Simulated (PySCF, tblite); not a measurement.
# C4H10SeSi: geometry, infrared bands and NMR shifts

Aim: predict the infrared bands and NMR shifts of C4H10SeSi (`[SeH][SiH2]C1CCC1`).

Programs: tblite 0.8.0 and PySCF 2.14.0, with density-fitted response routines of our own. Each step states its level of theory. These are calculated values for one molecule in the gas phase, unless marked as measured. Atoms count from 0, in the outputs and in this text.

### Step 1. Starting geometry

16 atoms, charge 0, multiplicity 1; geometry from: force field or distance geometry start.

Bonds of the start (Å): Se0–Si1 2.29, Si1–C2 1.87, C2–C3 1.54, C3–C4 1.51, C4–C5 1.51, C5–C2 1.53, Se0–H6 1.54, Si1–H7 1.46, Si1–H8 1.48, C2–H9 1.12, C3–H10 1.11, C3–H11 1.12, C4–H12 1.11, C4–H13 1.10, C5–H14 1.12, C5–H15 1.11.

### Step 2. Geometry optimisation with GFN2-xTB

What the job is given:

```
{"job": {"kind": "relax", "xc": "GFN2-xTB", "basis": "xTB"}, "charge": 0, "multiplicity": 1}
Se     3.135700    -0.528200     1.349900
Si     1.450200    -1.121700    -0.088200
C     -0.166600    -0.403800     0.526400
C     -1.334400    -0.594300    -0.458500
C     -1.445600     0.904400    -0.621300
C     -0.289300     1.109800     0.333100
H      2.875900     0.963100     1.047200
H      1.759500    -0.615800    -1.422500
H      1.353500    -2.595200    -0.115900
H     -0.437700    -0.718800     1.561500
H     -1.061500    -1.119600    -1.398100
H     -2.234300    -1.037400     0.046700
H     -1.205700     1.233000    -1.653700
H     -2.398200     1.313300    -0.240700
H     -0.600300     1.638500     1.269800
H      0.591400     1.581400    -0.147000
```

Launch:

```sh
$ OMP_NUM_THREADS=1 python probes_run.py task.json out
```

The driver reads the jobs from task.json and runs them one after another.

**Question.** This job is followed by: GFN2-xTB harmonic vibrations, gas phase; GIAO PBE0/pcSseg-1 NMR shielding, non-relativistic, gas phase. What will the session give for the following? strongest single infrared mode (GFN2-xTB); zero-point energy (GFN2-xTB); ¹³C shifts against TMS (PBE0/pcSseg-1, means over atoms taken as alike); ¹H shifts against TMS (PBE0/pcSseg-1, means over atoms taken as alike); ⁷⁷Se shifts against Me2Se (PBE0/pcSseg-1); ²⁹Si shifts against TMS (PBE0/pcSseg-1).

As calculated:

| quantity | value |
| --- | --- |
| strongest single infrared mode (GFN2-xTB) | 2094 cm⁻¹, 332 km/mol |
| zero-point energy (GFN2-xTB) | 77.5 kcal/mol |
| ¹³C shifts against TMS (PBE0/pcSseg-1, means over atoms taken as alike) | 23.5, 20.3, 20.2 ppm |
| ¹H shifts against TMS (PBE0/pcSseg-1, means over atoms taken as alike) | 4.94, 2.51, 2.26, 2.06, 2.00, 1.78, -0.48 ppm |
| ⁷⁷Se shifts against Me2Se (PBE0/pcSseg-1) | -565 ppm |
| ²⁹Si shifts against TMS (PBE0/pcSseg-1) | -28.7 ppm |

In words: Relaxing lowered the energy by 0.288 eV in 110 steps; the close pair that moved most is Se0–H6, from 1.544 to 1.434 Å. No mode is imaginary among the 42: a minimum at this level. The strongest single mode, at 2094 cm⁻¹, moves mainly H6. GFN2-xTB is a fitted tight-binding method: band positions and strengths are rough. Its intensities can rank the bands wrongly. At PBE0/pcSseg-1: The largest span, 707 ppm, is at Se0, where the paramagnetic term is -678 ppm. Spin-orbit coupling is left out, which matters for shieldings and couplings at and beside the heavy atoms.
